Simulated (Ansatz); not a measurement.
HPbNO4:

```
H Pb N O
1.0
     4.12040   -0.00081   -0.01120
     0.00404    6.42722    0.05360
     0.02791    3.20707    7.74994
H Pb N O
2 2 2 8
Direct
  0.90366 0.21821 0.48851
  0.40337 0.78177 0.51142
  0.39455 0.30863 0.70725
  0.89489 0.69135 0.29266
  0.63409 0.19990 0.20730
  0.13386 0.80012 0.79275
  0.90829 0.32866 0.54369
  0.53792 0.39076 0.19497
  0.53483 0.11279 0.10602
  0.83718 0.08887 0.32672
  0.40817 0.67132 0.45624
  0.03774 0.60924 0.80520
  0.03429 0.88737 0.89397
  0.33716 0.91101 0.67330
```

The cell was built by a generator and needn't be a form met in nature.

Base run:

```yaml
Program: Ansatz 0.2.0
Functional: RPBE
Potentials_or_basis: all-electron LAPW, scalar-relativistic
Cutoff: 691 eV
Density_cutoff: 2765 eV
Basis_error_allowed: 0.003 eV/atom
k_mesh: 5 × 4 × 3
Occupations: fermi-dirac, width 0.05 eV
Spin: no spin polarisation
```

Its results: band gap on the k mesh 3.37 eV, indirect (least direct gap 3.45 eV); pressure 2.5 GPa; largest force 0.245 eV/Å.

Problem. The run is repeated on the same cell with these changes: functional from RPBE to PBEsol. What comes out?

Solution. Band gap on the k mesh 3.30 eV, indirect (least direct gap 3.36 eV); pressure -2.8 GPa; largest force 0.429 eV/Å.

PBEsol binds more tightly than RPBE, so the same cell stands under less pressure.

Caveats: spin-orbit coupling is left out, which as a rule narrows the gap of such compounds by several tenths of an eV.

A k mesh can miss the band edges.

Not every run made on this cell is shown here.
